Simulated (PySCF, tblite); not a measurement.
# C5H7ClO3Si: geometry, infrared bands and NMR shifts

What infrared bands and NMR shifts should C5H7ClO3Si (`O=C1OC=C([SiH2]CCl)CO1`) show?

Computed with tblite 0.8.0 and PySCF 2.14.0, with density-fitted response routines of our own, on a single molecule in the gas phase. Atoms count from 0, in the outputs and in this text.

### Step 1. The starting structure

17 atoms, charge 0, multiplicity 1; geometry from: force field or distance geometry start.

Bonds of the start (Å): O0–C1 1.24, C1–O2 1.37, O2–C3 1.39, C3–C4 1.33, C4–Si5 1.85, Si5–C6 1.84, C6–Cl7 1.77, C4–C8 1.49, C8–O9 1.43, O9–C1 1.36, C3–H10 1.08, Si5–H11 1.49, Si5–H12 1.50, C6–H13 1.09, C6–H14 1.10, C8–H15 1.10, C8–H16 1.10.

### Step 2. Relaxing the molecule with GFN2-xTB

What the job is given:

```
{"job": {"kind": "relax", "xc": "GFN2-xTB", "basis": "xTB"}, "charge": 0, "multiplicity": 1}
O      4.186800     0.446500    -0.794100
C      3.005200     0.287900    -0.471000
O      2.366400     1.188000     0.337900
C      1.036200     1.006300     0.715000
C      0.311800    -0.046600     0.335800
Si    -1.449500    -0.318400     0.836100
C     -2.667000     0.504800    -0.276500
Cl    -2.579100    -0.208500    -1.895000
C      0.932600    -1.064100    -0.561200
O      2.306900    -0.812500    -0.856100
H      0.716400     1.804900     1.369900
H     -1.690900    -1.783800     0.920100
H     -1.606400     0.217600     2.226200
H     -2.472100     1.573000    -0.374500
H     -3.694300     0.380200     0.092000
H      0.883000    -2.055200    -0.093500
H      0.407100    -1.108100    -1.520900
```

Started as:

```
$ OMP_NUM_THREADS=1 python probes_run.py task.json out
```

One launch serves the whole session: the jobs run in the order shown.

**Question.** This job is followed by: GFN2-xTB harmonic vibrations, gas phase; GIAO PBE0/pcSseg-1 NMR shielding, non-relativistic, gas phase. Predict these results of the whole session: strongest single infrared mode (GFN2-xTB); zero-point energy (GFN2-xTB); ¹³C shifts against TMS (PBE0/pcSseg-1); ¹H shifts against TMS (PBE0/pcSseg-1, means over atoms taken as alike); ¹⁷O shifts against H2O (PBE0/pcSseg-1); ²⁹Si shifts against TMS (PBE0/pcSseg-1); ³⁵Cl shifts against HCl (PBE0/pcSseg-1); surface potential, 1st and 99th percentile.

As calculated:

| quantity | value |
| --- | --- |
| strongest single infrared mode (GFN2-xTB) | 1810 cm⁻¹, 823 km/mol |
| zero-point energy (GFN2-xTB) | 69.6 kcal/mol |
| ¹³C shifts against TMS (PBE0/pcSseg-1) | 155.8, 148.7, 110.6, 73.0, 33.6 ppm |
| ¹H shifts against TMS (PBE0/pcSseg-1, means over atoms taken as alike) | 6.70, 5.35, 4.53, 3.07 ppm |
| ¹⁷O shifts against H2O (PBE0/pcSseg-1) | 347.6, 219.2, 143.3 ppm |
| ²⁹Si shifts against TMS (PBE0/pcSseg-1) | -41.9 ppm |
| ³⁵Cl shifts against HCl (PBE0/pcSseg-1) | 35 ppm |
| surface potential, 1st and 99th percentile | -1.87 V and 1.58 V |

**Reading.** Over 125 steps the energy fell by 0.292 eV; of the close pairs, Si5–C6 changed most, 1.843 to 1.915 Å. No mode is imaginary among the 45: a minimum at this level. The strongest single mode, at 1810 cm⁻¹, moves mainly C1 and O0. GFN2-xTB is a fitted tight-binding method: band positions and strengths are rough. Its intensities can rank the bands wrongly. C3 (alkene carbon bearing oxygen) lies farthest downfield among carbon, at 155.8 ppm; an sp2 carbon further deshielded by the attached heteroatom. The most deshielded hydrogen is H10 (hydrogen on an alkene carbon bearing oxygen), at 6.70 ppm: olefinic region. At PBE0/pcSseg-1: Shielding is most anisotropic at O0 (span 434 ppm, paramagnetic term -404 ppm). By nearest atom (PBE0/pcSseg-1), the HOMO sits on C4 31 %; C3 20 % and the LUMO on C3 29 %; C4 23 %.
